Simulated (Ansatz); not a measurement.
# Zn2SeS: from a guess to a relaxed structure

Where does this trial cell of Zn2SeS go when cell and atoms are let free?

Program: Ansatz 0.2.0. Level of theory: DFT PBE, scalar-relativistic, plane waves, PAW. These are calculated values, not measurements.

2 further runs of the same task are left out: 1 that didn't finish, 1 set aside as unsound or not needed.

## 1. Starting point

It takes space group P3m1 (No. 156, trigonal). Conventional cell: a = 4.049 Å, b = 4.049 Å, c = 18.000 Å, α = 90.00°, β = 90.00°, γ = 120.00°. Around Zn (site symmetry 3m) lie 3 Se at 2.44 Å and 1 S at 2.59 Å. Around Zn (site symmetry 3m) lie 3 S at 2.40 Å and 1 Se at 2.77 Å. Around Se (site symmetry 3m) lie 4 Zn at 2.44 to 2.77 Å. S (site symmetry 3m) has 4 Zn at 2.40 to 2.59 Å as nearest neighbours.

As a file:

```
Zn Se S
1.0
     4.04937    0.00000    0.00000
    -2.02469    3.50686    0.00000
     0.00000    0.00000   18.00000
Zn Se S
2 1 1
Direct
  0.33333 0.66667 0.55204
  0.66667 0.33333 0.43796
  0.66667 0.33333 0.59176
  0.33333 0.66667 0.40824
```

A structure generator made this guess: Janus sheet modelled on a layer of ZnS. Lengths come from tabulated atomic sizes and are only a guess.

It is a sheet, periodic along a and b, with vacuum along c; volumes and pressures of the box carry no meaning, and space groups named for it are those of the box.

## 2. Probe: one point on a coarse mesh

Contents of input.yaml:

```yaml
crystal:
  lattice:
    - [4.04937136, 0.0, 0.0]
    - [-2.02468516, 3.5068581, 0.0]
    - [0.0, 0.0, 18.0]
  atoms:
    - { symbol: Zn, position: [0.33333333, 0.66666667, 0.55203773] }
    - { symbol: Zn, position: [0.66666667, 0.33333333, 0.43796227] }
    - { symbol: Se, position: [0.66666667, 0.33333333, 0.59176] }
    - { symbol: S, position: [0.33333333, 0.66666667, 0.40824] }
  periodic: [true, true, false]
basis:
  ecutwfc: 420
kpoints:
  mp_grid: { grid: [6, 6, 1] }
hamiltonian:
  xc: pbe
scf:
  occupations: { method: gaussian, width: 0.1 }
  lower_state_search: "off"
output:
  forces: true
  stress: true
  eigenvalues: true
```

On the command line:

```bash
ansatz run input.yaml --threads 1 --pin off --max-ram 2560MiB --backend cpu --events-out ev --progress --plain --runs-dir out
```

Further runs follow: rough relaxation on the coarse mesh; final relaxation.

**Question.** What will these runs give? Wanted: relaxed cell; area; thickness between outermost nuclei; energy over the elements; gap on the mesh.

The runs gave:

| quantity | value |
| --- | --- |
| symmetry at the end (tolerance 0.02 Å) | layer group p3m1 (No. 69) |
| relaxed cell | a = 3.999 Å, b = 3.999 Å, γ = 120.0° |
| area | 3.46 Å²/atom |
| thickness between outermost nuclei | 3.27 Å |
| energy over the elements | -0.63 eV/atom |
| gap on the mesh | 1.75 eV |

The layer group p3m1 (No. 69) is kept, and the area per atom shrinks by 2.5 % from the first guess. It lies below the elements, which doesn't yet make it stable: competing phases were not computed in this session. No finished test with a distortion of lower symmetry is shown, so the end may be a saddle point.
